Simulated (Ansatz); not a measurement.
# BrClFHOTi: an energy map over bond length O1–Ti2 and bond length Ti2–Br5

A grid of calculations on BrClFHOTi, SMILES [OH][Ti]([F])([Cl])[Br], to see where the energy is lowest and how it rises around there.

Program: Ansatz 0.2.0. Level of theory: RKS r2SCAN-D4/def2-SVP. These are calculated values, not measurements.

### 1 Where the work starts

SMILES `[OH][Ti]([F])([Cl])[Br]`, 6 atoms, charge 0, spin multiplicity 1.

Atoms are counted from 1 here; the program's logs count them from 0.

Bond lengths: O1–Ti2 1.763 Å, O1–H6 0.975 Å, Ti2–F3 1.742 Å, Ti2–Cl4 2.195 Å, Ti2–Br5 2.357 Å. Angles: Ti2–O1–H6 133.6°, O1–Ti2–F3 108.2°, O1–Ti2–Cl4 108.9°, O1–Ti2–Br5 108.7°, F3–Ti2–Cl4 111.0°, F3–Ti2–Br5 111.1°, Cl4–Ti2–Br5 108.8°.

Coordinates:

```
O     0.16074   -0.05296    1.39754
Ti    0.19710   -0.13053   -0.36301
F     1.70568   -0.85605   -0.84585
Cl   -1.50847   -1.32490   -1.05717
Br   -0.00756    2.05481   -1.22135
H    -0.50540    0.24563    2.04365
```

This geometry comes from a loose relaxation at PBE in a small basis, which is not shown.

### 3 Setting up the map

The axes are (1) bond length O1–Ti2: 9 values from 1.540 to 2.187 Å; (2) bond length Ti2–Br5: 9 values from 1.925 to 3.522 Å.

Nothing else is relaxed (all other coordinates rigid). Energies count from the relaxed molecule at the same level. Points are written as (first, second).

(The set-up runs are not shown.)

### 4 Grid point (1.782 Å, 2.324 Å)

Input file input.yaml:

```yaml
crystal:
  periodic: [false, false, false]
  atoms:
    - { symbol: O, position_ang: [0.131161, -0.046654, 1.380096] }
    - { symbol: Ti, position_ang: [0.183355, -0.126968, -0.399328] }
    - { symbol: F, position_ang: [1.690446, -0.848985, -0.862528] }
    - { symbol: Cl, position_ang: [-1.49695, -1.334431, -1.113144] }
    - { symbol: Br, position_ang: [0.004312, 2.025341, -1.257514] }
    - { symbol: H, position_ang: [-0.464593, 0.239822, 2.085522] }
basis:
  gaussian: { orbitals: def2-SVP }
hamiltonian:
  xc: r2scan
  dispersion: d4
output:
  forces: true
```

Run with:

```sh
> ansatz run input.yaml --threads 1 --pin off --max-ram 2560MiB --backend cpu --events-out ev --progress --plain --runs-dir out
```

Further runs follow: the other points that were computed.

What does the calculation give? Wanted: lowest point; highest computed point; dipole moment.

As calculated:

| quantity | value |
| --- | --- |
| lowest point | (1.782 Å, 2.324 Å), 0.019 eV |
| highest computed point | (2.187 Å, 3.522 Å), 4.14 eV above the lowest |
| dipole moment (D) | 1.16 at (2.187 Å, 2.524 Å) to 6.82 at (1.540 Å, 3.522 Å); 2.39 at the lowest point |
| time for the whole task | 19 min on 1 thread, shared host |

What this shows: The lowest computed point is at (1.782 Å, 2.324 Å), 0.019 eV from the relaxed molecule at the same level. No other kind of well shows on this grid. The highest computed point, (2.187 Å, 3.522 Å), lies 4.14 eV above the lowest. Round the minimum the two coordinates are nearly uncoupled.
